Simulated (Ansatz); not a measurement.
# WC, space group Fm-3m: a frozen displacement of one atom

With Ansatz 0.2.0, Python API.

At the Python prompt:
```pycon
>>> import warnings
>>> import ansatz as az
>>> import numpy as np
>>> warnings.simplefilter("ignore", az.DeckWarning)
>>> structure = (
...     az.Lattice.of([0.0, 2.192684, 2.192684], [2.192684, 0.0, 2.192684], [2.192684, 2.192684, 0.0])
...     .atom("W", [0.0, 0.0, 0.0])
...     .atom("C", [0.5, 0.5, 0.5])
... )
>>> structure.resolved().sites[-1]
Site(symbol='C', position=(0.5, 0.5, 0.5), moment=None, axis=None, held=None, saved=None)
>>> inverse = np.linalg.inv(np.array(structure.lattice.vectors))
>>> home = np.array(structure.sites[0].position)
>>> values = np.linspace(-0.05, 0.05, 5)
>>> energies, pulls = [], []
>>> for shift in values:
...     moved = structure.move(0, to=home + shift * inverse[2])
...     calculation = (
...         moved.calculation()
...         .functional("pbesol")
...         .pseudopotentials("paw")
...         .basis(450)
...         .kpoints(density=5.1)
...         .occupations("fermi_dirac", width=100 * az.meV)  # the run then minimises F = E - TS
...         .forces()
...     )
...     summary = calculation.run().report
...     energies.append(summary["free_energy_ev"])
...     pulls.append(summary["forces_ev_ang"][0][2])
...
>>> # the force is minus the slope of the free energy
>>> print("shift (A)   dE (eV)   force along z (eV/A)")
shift (A)   dE (eV)   force along z (eV/A)
>>> for shift, e, f in zip(values, energies, pulls):
...     print(f"{shift:8.3f} {e - energies[2]:10.5f} {f:12.4f}")
...
  -0.050    0.00789       0.3217
  -0.025    0.00194       0.1562
   0.000    0.00000       0.0000
   0.025    0.00194      -0.1562
   0.050    0.00789      -0.3217
>>> print(f"stiffness from energies {2 * np.polyfit(values, energies, 2)[0]:.3f}, from forces {-np.polyfit(values, pulls, 1)[0]:.3f} eV/A^2")
stiffness from energies 6.330, from forces 6.397 eV/A^2
```

The curvature of the energy gives 6.330 eV/Å² and the slope of the force 6.397 eV/Å², a positive curvature.

What to keep in mind:
- No spin polarisation was allowed.
- In a metal a curvature from energy changes of a few meV or less hangs on mesh and smearing, in size and even in sign.
- Spin-orbit coupling, which matters for elements this heavy, is left out.
- The structure comes from a database of computed cells and needn't be a stable or known phase.
- All periodic images of the atom move with it, so the curvature is one diagonal element of the zone-centre force constants and no normal mode; a positive value doesn't exclude soft modes in which several atoms move.
- Finished in 31 s on 1 thread of Intel(R) Xeon(R) Processor @ 2.30GHz (shared host), peak memory 0.57 GiB.
